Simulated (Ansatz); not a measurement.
# ZrGe4Mo: the cost of one run

Program: Ansatz 0.2.0. Level of theory: DFT PBE, scalar-relativistic, plane waves, PAW. These are calculated values, not measurements.

2 further runs of the same task are left out: 1 that didn't finish, 1 set aside as unsound or not needed. Runs told in other sessions of the task aren't counted.

## 1. The structure to begin with

The structure is trigonal, space group P-3m1 (No. 164). Conventional cell: a = 3.256 Å, b = 3.256 Å, c = 12.316 Å, α = 90.00°, β = 90.00°, γ = 120.00°. Around Zr (site symmetry -3m) lie 6 Ge at 2.45 Å. Ge (site symmetry 3m) is surrounded by 3 Zr at 2.45 Å. Around Ge (site symmetry 3m) lie 3 Mo at 2.41 Å. Mo (site symmetry -3m) has 6 Ge at 2.41 Å in its first shell of neighbours.

Structure file:

```cif
data_structure
_symmetry_space_group_name_H-M 'P 1'
_symmetry_Int_Tables_number 1
_cell_length_a 3.2560
_cell_length_b 3.2560
_cell_length_c 12.3161
_cell_angle_alpha 90.000
_cell_angle_beta 90.000
_cell_angle_gamma 120.000
_cell_volume 113.08
loop_
_atom_site_label
_atom_site_type_symbol
_atom_site_fract_x
_atom_site_fract_y
_atom_site_fract_z
_atom_site_occupancy
Zr1 Zr 0.00000 0.00000 0.00000 1
Ge1 Ge 0.66667 0.33333 0.87191 1
Ge2 Ge 0.66667 0.33333 0.37710 1
Ge3 Ge 0.33333 0.66667 0.62290 1
Ge4 Ge 0.33333 0.66667 0.12809 1
Mo1 Mo 0.00000 0.00000 0.50000 1
```

Recipe of the guess: species swapped into a database cell of TaTiTe4 (P-3m1, No. 164), with Mo on the Ti sites, Zr on the Ta sites and Ge on the Te sites. Lengths come from tabulated atomic sizes and are only a guess.

## 2. Probe: one point on a coarse mesh

Contents of input.yaml:

```yaml
crystal:
  lattice:
    - [3.25603558, 0.0, 0.0]
    - [-1.62801779, 2.81980953, 0.0]
    - [0.0, 0.0, 12.31612882]
  atoms:
    - { symbol: Zr, position: [0.0, 0.0, 0.0] }
    - { symbol: Ge, position: [0.66666667, 0.33333333, 0.87191403] }
    - { symbol: Ge, position: [0.66666667, 0.33333333, 0.377101] }
    - { symbol: Ge, position: [0.33333333, 0.66666667, 0.622899] }
    - { symbol: Ge, position: [0.33333333, 0.66666667, 0.12808597] }
    - { symbol: Mo, position: [0.0, 0.0, 0.5] }
basis:
  ecutwfc: 420
kpoints:
  mp_grid: { grid: [6, 6, 2] }
hamiltonian:
  xc: pbe
scf:
  occupations: { method: gaussian, width: 0.1 }
  lower_state_search: "off"
output:
  forces: true
  stress: true
  eigenvalues: true
```

Run with:

```sh
$ ansatz run input.yaml --threads 1 --pin off --max-ram 2560MiB --backend cpu --events-out ev --progress --plain --runs-dir out
```

What time and memory should one allow on 1 thread of Intel Xeon at 2.50GHz (Skylake/Cascade Lake), shared host?

About 9.7 s, with a peak of 0.45 GiB.
